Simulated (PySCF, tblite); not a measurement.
# C3H9F2Si2 radical: geometry, infrared bands and EPR parameters

Aim: predict the infrared bands and EPR parameters of C3H9F2Si2 radical (`C[CH][Si@@H]([SiH3])C(F)F`).

The runs use tblite 0.8.0 and PySCF 2.14.0, with density-fitted response routines of our own; the level of theory stands in each step. All values are computed, except where a source is named. Atoms are numbered from 0 throughout.

## 1. Starting geometry

16 atoms, charge 0, multiplicity 2; geometry from: force field or distance geometry start.

Bonds of the start (Å): C0–C1 1.51, C1–Si2 1.86, Si2–Si3 2.23, Si2–C4 1.85, C4–F5 1.39, C4–F6 1.36, C0–H7 1.11, C0–H8 1.10, C0–H9 1.11, C1–H10 1.11, Si2–H11 1.48, Si3–H12 1.46, Si3–H13 1.45, Si3–H14 1.47, C4–H15 1.10.

## 2. Relaxing the molecule with GFN2-xTB

What the job is given:

```
{"job": {"kind": "relax", "xc": "GFN2-xTB", "basis": "xTB"}, "charge": 0, "multiplicity": 2}
C     -1.170500    -1.741800     0.377200
C     -0.707100    -1.165800    -0.938600
Si     0.437000     0.288900    -0.730500
Si    -0.621000     1.970800     0.290500
C      2.018600    -0.128400     0.136000
F      3.061700     0.534100    -0.509400
F      2.033000     0.215200     1.453900
H     -1.554100    -2.765800     0.186800
H     -0.357700    -1.775500     1.112800
H     -2.011100    -1.139800     0.787600
H     -1.550000    -0.898900    -1.603200
H      0.796000     0.807800    -2.070300
H      0.344600     2.897800     0.878600
H     -1.421900     2.677000    -0.694700
H     -1.512600     1.438200     1.326400
H      2.207300    -1.204600    -0.014600
```

On the command line:

```bash
OMP_NUM_THREADS=1 python probes_run.py task.json out
```

One launch serves the whole session: the jobs run in the order shown.

Log:

```text
step      E/eV     max force
  0    -648.22222    2.564
  1    -648.39485    1.056
  2    -648.49631    0.701
  3    -648.55116    0.729
  4    -648.61170    0.682
  5    -648.64795    0.439
  6    -648.67383    0.371
  7    -648.69007    0.276
  8    -648.70499    0.383
  9    -648.72081    0.356
 10    -648.73444    0.303
 11    -648.74359    0.230
 12    -648.74920    0.159
 13    -648.75329    0.155
 14    -648.75671    0.133
 15    -648.75962    0.140
 16    -648.76250    0.151
 17    -648.76593    0.152
 18    -648.77029    0.153
 19    -648.77508    0.168
 20    -648.77887    0.153
 21    -648.78107    0.096
 22    -648.78230    0.072
 23    -648.78321    0.070
 24    -648.78415    0.068
 25    -648.78528    0.089
 26    -648.78676    0.095
 27    -648.78870    0.114
 28    -648.79109    0.113
 29    -648.79380    0.132
 30    -648.79648    0.112
 31    -648.79887    0.146
 32    -648.80101    0.152
 33    -648.80326    0.141
 34    -648.80614    0.204
 35    -648.80973    0.211
 36    -648.81299    0.140
 37    -648.81489    0.100
 38    -648.81583    0.079
 39    -648.81659    0.085
 40    -648.81762    0.105
 41    -648.81897    0.150
 42    -648.82035    0.112
 43    -648.82148    0.091
 44    -648.82248    0.086
 45    -648.82374    0.105
 46    -648.82525    0.107
 47    -648.82645    0.065
 48    -648.82707    0.045
 49    -648.82751    0.056
 50    -648.82817    0.074
 51    -648.82939    0.097
 52    -648.83140    0.119
 53    -648.83339    0.102
 54    -648.83460    0.081
 55    -648.83561    0.088
 56    -648.83641    0.081
 57    -648.83742    0.102
 58    -648.83865    0.078
 59    -648.83968    0.093
 60    -648.84073    0.101
 61    -648.84188    0.093
 62    -648.84304    0.098
 63    -648.84393    0.070
 64    -648.84444    0.067
 65    -648.84475    0.046
 66    -648.84506    0.033
 67    -648.84546    0.050
 68    -648.84589    0.051
 69    -648.84622    0.036
 70    -648.84644    0.030
 71    -648.84662    0.028
 72    -648.84679    0.025
 73    -648.84693    0.026
 74    -648.84704    0.023
 75    -648.84714    0.023
 76    -648.84726    0.024
 77    -648.84739    0.024
 78    -648.84751    0.029
 79    -648.84765    0.033
 80    -648.84783    0.032
 81    -648.84810    0.041
 82    -648.84842    0.040
 83    -648.84870    0.032
 84    -648.84888    0.036
 85    -648.84902    0.038
 86    -648.84915    0.026
 87    -648.84927    0.021
 88    -648.84933    0.012
 89    -648.84935    0.012
 90    -648.84937    0.013
 91    -648.84939    0.011
 92    -648.84942    0.010
 93    -648.84943    0.009
```

Run time: 0.56 s. Hardware: 1 thread of Arm Neoverse V2, shared host.

The steps of the relaxation: (not every step is listed)

| step | energy from step 0 (eV) | largest force (eV/Å) |
| --- | --- | --- |
| 0 | 0.0000 | 2.5638 |
| 1 | -0.1726 | 1.0563 |
| 2 | -0.2741 | 0.7008 |
| 3 | -0.3289 | 0.7292 |
| 4 | -0.3895 | 0.6821 |
| 5 | -0.4257 | 0.4394 |
| 6 | -0.4516 | 0.3705 |
| 7 | -0.4678 | 0.2763 |
| 8 | -0.4828 | 0.3828 |
| 16 | -0.5403 | 0.1512 |
| 24 | -0.5619 | 0.0679 |
| 32 | -0.5788 | 0.1518 |
| 40 | -0.5954 | 0.1049 |
| 48 | -0.6049 | 0.0447 |
| 56 | -0.6142 | 0.0810 |
| 64 | -0.6222 | 0.0666 |
| 72 | -0.6246 | 0.0245 |
| 80 | -0.6256 | 0.0322 |
| 88 | -0.6271 | 0.0124 |
| 89 | -0.6271 | 0.0119 |
| 90 | -0.6272 | 0.0127 |
| 91 | -0.6272 | 0.0114 |
| 92 | -0.6272 | 0.0099 |
| 93 | -0.6272 | 0.0091 |

Distances of close pairs at the start and the end, largest changes first:

| bond | before (Å) | after (Å) | change (Å) |
| --- | --- | --- | --- |
| Si2–Si3 | 2.234 | 2.344 | +0.110 |
| Si2–C4 | 1.851 | 1.949 | +0.098 |
| C4–F5 | 1.394 | 1.365 | -0.029 |
| C1–Si2 | 1.862 | 1.834 | -0.028 |
| C0–C1 | 1.509 | 1.484 | -0.026 |
| C1–H10 | 1.106 | 1.082 | -0.024 |
| C0–H9 | 1.112 | 1.094 | -0.018 |
| C0–H7 | 1.110 | 1.093 | -0.017 |

The final coordinates are the input of the step that follows.

## 3. Vibrational analysis with GFN2-xTB

What the job is given:

```
{"job": {"kind": "ir", "xc": "GFN2-xTB", "basis": "xTB"}, "charge": 0, "multiplicity": 2}
C     -1.112043    -1.974320     0.350564
C     -0.899698    -1.068442    -0.804932
Si     0.231242     0.375504    -0.838009
Si    -0.446282     2.334581     0.255482
C      1.837632    -0.155960     0.129366
F      2.792275     0.813117     0.011639
F      1.589016    -0.260002     1.470138
H     -1.049869    -3.016923     0.027718
H     -0.382710    -1.809154     1.137907
H     -2.113685    -1.844507     0.770836
H     -1.631203    -1.174762    -1.594859
H      0.725901     0.581901    -2.208482
H      0.683834     3.170894     0.660717
H     -1.297699     3.114740    -0.649567
H     -1.238519     2.022524     1.449125
H      2.304210    -1.100247    -0.179053
```

Log:

```text
mode    cm-1     km/mol
  1      24.9      0.06
  2      38.7      0.91
  3      50.1      0.16
  4      83.6      1.08
  5     109.0      1.49
  6     118.3      0.65
  7     157.6     14.09
  8     211.7      0.90
  9     308.7     23.99
 10     353.0     42.38
 11     405.3      5.49
 12     429.9     14.45
 13     452.2      2.92
 14     494.3      2.58
 15     528.2     18.40
 16     586.4    155.34
 17     611.8     31.12
 18     655.8     95.79
 19     754.3    476.80
 20     775.6    188.47
 21     788.5    153.29
 22     795.0    153.19
 23     959.7      4.72
 24     984.5    117.86
 25    1002.3      5.93
 26    1068.5     76.09
 27    1152.6     13.08
 28    1224.8     38.51
 29    1278.3      3.27
 30    1292.1     48.88
 31    1391.4     12.51
 32    1459.5      4.45
 33    1481.5     11.30
 34    2174.7    218.62
 35    2226.6    289.39
 36    2237.8    328.41
 37    2262.2    231.49
 38    2902.1     35.06
 39    2929.0     17.26
 40    2961.9     20.93
 41    3044.1     16.71
 42    3061.4     29.44
```

It took 0.48 s on 1 thread of Arm Neoverse V2, shared host.

Which atoms move in the most intense modes:

| cm⁻¹ | km/mol | atoms |
| --- | --- | --- |
| 586 | 155.3 | H11 73 % |
| 754 | 476.8 | H14 23 %, H12 23 %, H13 21 % |
| 776 | 188.5 | Si2 24 %, C1 20 %, H14 11 % |
| 788 | 153.3 | H13 51 %, H12 32 %, H14 10 % |
| 2175 | 218.6 | H11 95 % |
| 2227 | 289.4 | H13 96 % |
| 2238 | 328.4 | H14 95 % |
| 2262 | 231.5 | H12 97 % |

## 4. EPR parameters: B3LYP/pcH-1

Settings changed since step 3:

```diff
@@ -1,2 +1,2 @@
-{"job": {"kind": "ir", "xc": "GFN2-xTB", "basis": "xTB"}, "charge": 0, "multiplicity": 2}
+{"job": {"kind": "epr", "basis": "pcH-1"}, "charge": 0, "multiplicity": 2}
 C     -1.112043    -1.974320     0.350564
```

Method: UKS B3LYP, pcH-1 on C F H Si, non-relativistic, mean-field spin-orbit, GIAO.

Log:

```text
UKS, coarse grid
  cycle   1  E = -898.29392702  |g| = 5.29e-01
  cycle   2  E = -898.18701313  |g| = 7.95e-01
  cycle   3  E = -898.38827530  |g| = 5.35e-02
  cycle   4  E = -898.38906849  |g| = 2.94e-02
  cycle   5  E = -898.38946667  |g| = 7.15e-03
  cycle   6  E = -898.38949630  |g| = 2.35e-03
  cycle   7  E = -898.38949884  |g| = 1.19e-03
  cycle   8  E = -898.38950042  |g| = 2.97e-04
UKS, final grid
  cycle   1  E = -898.38951624  |g| = 4.23e-04
  cycle   2  E = -898.38951617  |g| = 6.61e-04
  cycle   3  E = -898.38951630  |g| = 4.96e-05
  cycle   4  E = -898.38951631  |g| = 1.39e-05
E = -898.38951631 Eh   <S^2> = 0.7538 (exact 0.7500)
g shifts (ppm)      1          2          3
  rmc          -133       -133       -133
  gc              1         17         20
  oz_so         -70        663        798
  total        -202        547        685
hyperfine (MHz)  atom isotope    a_iso     a_fc   dipolar eigenvalues
    0   13C     -28.60     -28.61     -3.16      0.32      2.83
    1   13C      92.63      92.73    -73.06    -72.03    145.09
    2  29Si      48.93      49.01     -2.37      0.19      2.18
    3  29Si     -67.86     -67.94    -14.99      7.10      7.89
    4   13C      22.38      22.38     -1.73     -1.35      3.09
    5   19F       0.69       0.65     -5.08     -3.75      8.83
    6   19F      -0.22      -0.25     -4.02     -2.88      6.90
    7    1H     102.29     102.29     -5.45     -3.82      9.28
    8    1H       2.15       2.15     -4.28     -3.66      7.94
    9    1H     125.70     125.70     -5.32     -2.77      8.09
   10    1H     -53.08     -53.09    -34.50     -1.05     35.55
   11    1H      20.68      20.68     -3.23     -2.44      5.68
   12    1H      17.33      17.33     -1.46     -0.40      1.87
   13    1H      -0.12      -0.12     -1.44     -0.81      2.25
   14    1H      -2.67      -2.67     -1.87     -0.83      2.70
   15    1H      -0.91      -0.91     -2.55     -1.51      4.05
```

It took 82 s on 1 thread of Arm Neoverse V2, shared host; peak memory 0.97 GiB.

Principal g values 2.00212, 2.00287, 2.00300; g(iso) = 2.00266, against 2.00232 for a free electron.

Hyperfine couplings; where a row names several nuclei, a(iso) is their mean (it holds for fast rotation or exchange) and the dipolar term the largest among them:

| nuclei | isotope | a(iso) (MHz) | a(iso) (G, at g = 2.0023) | largest dipolar term (MHz) |
| --- | --- | --- | --- | --- |
| C1 | 13C | 92.6 | 33.1 | 145.1 |
| H7, H8, H9 | 1H | 76.7 | 27.4 | 9.3 |
| Si3 | 29Si | -67.9 | -24.2 | -15.0 |
| H10 | 1H | -53.1 | -18.9 | 35.5 |
| Si2 | 29Si | 48.9 | 17.5 | -2.4 |
| C0 | 13C | -28.6 | -10.2 | -3.2 |
| C4 | 13C | 22.4 | 8.0 | 3.1 |
| H11 | 1H | 20.7 | 7.4 | 5.7 |
| H12, H13, H14 | 1H | 4.8 | 1.7 | 2.7 |
| H15 | 1H | -0.9 | -0.3 | 4.1 |
| F5 | 19F | 0.7 | 0.2 | 8.8 |
| F6 | 19F | -0.2 | -0.1 | 6.9 |

Mulliken spin populations:

C0 -0.08; C1 0.97; Si2 -0.03; Si3 0.06; C4 0.01; F5 0.00; F6 0.00; H7 0.04; H8 0.00; H9 0.05; H10 -0.04; H11 0.01; H12 0.01; H13 0.00; H14 0.00; H15 0.00

In first order the couplings over 0.8 MHz of 1H give 128 distinct lines over 113.9 G, if the averaged nuclei exchange fast.

Orbitals, density, ELF and potential are computed afterwards from the orbital file.

ELF in a plane through or near 4 of the atoms.

Values, 10 rows by 14 columns:
```
0.00 0.00 0.00 0.00 0.00 0.00 0.00 0.00 0.00 0.00 0.00 0.00 0.00 0.00
0.00 0.00 0.00 0.01 0.01 0.00 0.00 0.00 0.00 0.00 0.00 0.00 0.00 0.00
0.00 0.00 0.04 0.55 0.51 0.10 0.02 0.00 0.00 0.01 0.04 0.00 0.00 0.00
0.00 0.00 0.06 0.54 0.36 0.29 0.12 0.03 0.07 0.49 0.88 0.09 0.00 0.00
0.00 0.05 0.80 0.94 0.69 0.19 0.61 0.24 0.41 0.53 0.68 0.63 0.10 0.00
0.00 0.09 0.98 0.99 0.51 0.46 0.38 0.19 0.08 0.57 0.87 0.99 0.42 0.00
0.00 0.00 0.08 0.01 0.09 0.10 0.61 0.43 0.02 0.03 0.07 0.15 0.00 0.00
0.00 0.00 0.00 0.03 0.72 0.79 0.38 0.91 0.82 0.02 0.00 0.00 0.00 0.00
0.00 0.00 0.00 0.00 0.18 0.49 0.02 0.53 0.64 0.00 0.00 0.00 0.00 0.00
0.00 0.00 0.00 0.00 0.00 0.00 0.00 0.00 0.00 0.00 0.00 0.00 0.00 0.00
```
The map spans 11.7 Å across and 10.2 Å up, centred on the molecule. Atoms in the plane (x, y in Å): C0 (2.2, 0.5), Si3 (-2.1, 1.1), C4 (-0.4, -1.8), H7 (3.2, 0.1).

On the surface of density 0.002 e/bohr³ the electrostatic potential runs, from the 1st to the 99th percentile, from -0.97 V near F5 to 1.14 V near Si2.

The spin density lies nearest to C1 66 %; H10 9 %.

## 5. What came out

| quantity | value |
| --- | --- |
| strongest single infrared mode (GFN2-xTB) | 754 cm⁻¹, 477 km/mol |
| zero-point energy (GFN2-xTB) | 65.5 kcal/mol |
| g(iso) (B3LYP) | 2.00266 |
| ⟨S²⟩ | 0.754 (exact 0.75) |
| largest a(iso) (averaged by class) | 13C on C1, 92.6 MHz |
| surface potential, 1st and 99th percentile | -0.97 V and 1.14 V |

**Reading.** Relaxing lowered the energy by 0.627 eV in 93 steps; the close pair that moved most is Si2–Si3, from 2.234 to 2.344 Å. No mode is imaginary among the 42: a minimum at this level. The strongest single mode, at 754 cm⁻¹, has its largest shares on H14, H12 and H13 (the list is cut at 3 atoms). GFN2-xTB is a fitted tight-binding method: band positions and strengths are rough. Its intensities can rank the bands wrongly. Most of the unpaired spin sits on C1 (0.97 e). The isotropic g lies 0.3 ppt above the free-electron value.
